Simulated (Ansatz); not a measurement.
## Time against size: HSE06, supercells of GaN, on 1 × GB200

All times were clocked for whole runs of Ansatz 0.2.0, start-up included, one run at a time with no other job on the machine: a node with four NVIDIA GB200 cards and 144 Grace (Neoverse V2) cores. Times and memory are rounded to two significant figures, and ratios are formed from the unrounded values. A row is a single run, so small differences between rows aren't established. System services beside the runs took up to 5 cores (rounded up). Precision is the program's default, which can work at lower precision in parts of a run. Card memory is the largest of readings taken every 0.4 s, so short peaks can be missed, and it isn't given for runs under about 3 s. It shows what a run took, which needn't be the least that it can run in: the program holds more work at once where threads and free memory allow.

The smallest member is a 2×1×1 supercell of GaN (P6_3mc), atoms displaced at random by about 0.04 Å along each cell vector. Its input:

```yaml
crystal:
  lattice:
    - [6.377860, 0.000000, 0.000000]
    - [-1.594465, 2.761695, 0.000000]
    - [0.000000, 0.000000, 5.192357]
  atoms:
    - { symbol: Ga, position: [0.347998, 0.325019, 0.502126] }
    - { symbol: Ga, position: [0.167585, 0.677143, 0.988283] }
    - { symbol: "N", position: [0.330732, 0.323907, 0.867637] }
    - { symbol: "N", position: [0.161374, 0.660239, 0.373707] }
    - { symbol: Ga, position: [0.827647, 0.338626, 0.494866] }
    - { symbol: Ga, position: [0.646611, 0.681602, 0.996065] }
    - { symbol: "N", position: [0.828671, 0.336700, 0.877687] }
    - { symbol: "N", position: [0.666998, 0.655949, 0.377392] }
kpoints:
  mp_grid: { grid: [1, 1, 1] }
hamiltonian:
  xc: hse06
  pseudopotentials: { azcp: { folder: soft_1 } }
scf:
  occupations: { method: fixed }
output: { forces: true }
```

The program chose a cutoff of 420 eV. The folder soft_1 holds one of the program's own sets of PAW files, generated with PBE and used with every functional where the input names it. For this functional the program regenerates the frozen cores at set-up.

Command, without the flags for output files and display:

```bash
ansatz run input.yaml --backend cuda --devices 1
```

```
atoms  electrons  k mesh  k points  plane waves  dense FFT grid  bands at the start  SCF iterations  threads  wall time  SCF clock  outside it  host memory (GiB)  fullest card (GiB)                                          remarks
    8         72   1×1×1         1         1813        45×24×36                  44              23       44      1.9 s     0.43 s       1.5 s                1.8                      band table 0.029 s; exchange on 30×15×25 points
   16        144   1×1×1         1         3605        45×45×36                  88              22       72      2.2 s     0.63 s       1.6 s                1.8                      band table 0.046 s; exchange on 30×30×25 points
   32        288   1×1×1         1         7199        45×45×72                 176              23       72      2.7 s      1.2 s       1.5 s                2.0                      band table 0.079 s; exchange on 30×30×50 points
   72        648   1×1×1         1        16091        64×64×72                 396              23       72      4.8 s      2.8 s       2.0 s                2.7                 7.7   band table 0.24 s; exchange on 45×45×50 points
  128       1152   1×1×1         1        28619        90×90×72                 704              24       72      8.9 s      6.6 s       2.3 s                3.8                  11   band table 0.59 s; exchange on 60×60×50 points
  192       1728   1×1×1         1        42869       90×90×108                1056              26       72       17 s       14 s       2.8 s                5.5                  22    band table 1.6 s; exchange on 60×60×75 points
  360       3240   1×1×1         1        80421     128×108×108                1980              27       72       56 s       53 s       3.4 s                 13                  70    band table 6.1 s; exchange on 90×75×75 points
```

The SCF clock is the program's own. It runs from the start of the first SCF loop to the final result and holds forces, stress, later SCFs and response steps. Outside it lie start-up, exit and the set-up ahead of the first loop, which depends on the cell and the method.

SCF iterations are those that the program logged, summed over all steps and exchange cycles of a run; an SCF made in search of a lower state can go uncounted. A hybrid's count includes the PBE SCF that it starts from. Runs at Γ alone can use real arithmetic, which is cheaper than at other k points.

«exchange on a×b×c points»: exact exchange forms its pair densities on this grid and not on the dense one, without the augmentation charges, which are treated apart. «band table a s»: behind the SCF the program solved its bands further for a band table, asked for or not, which took a s of the SCF clock (told where that is 5 % of it or more).

One k point is too coarse a mesh for the properties of small cells; the series shows cost alone.

The threads change along the series too.

Of the smallest member's 1.9 s, 1.5 s lies outside the SCF clock, so the wall time grows less with size than the clocked work: from 8 to 360 atoms the wall time changes by a factor of 29, and the time on the SCF clock by 120. The smallest member has under 2 s on the SCF clock, so these factors are rough.

How long does the member with 432 atoms take (1×1×1 mesh, 1 k point, 96413 plane waves, 2376 bands)?

82 s, in 25 SCF iterations, with 17 GiB of host memory and 87 GiB on the fullest card. It made 3 exchange cycles. Remarks: band table 9.8 s; exchange on 90×90×75 points.
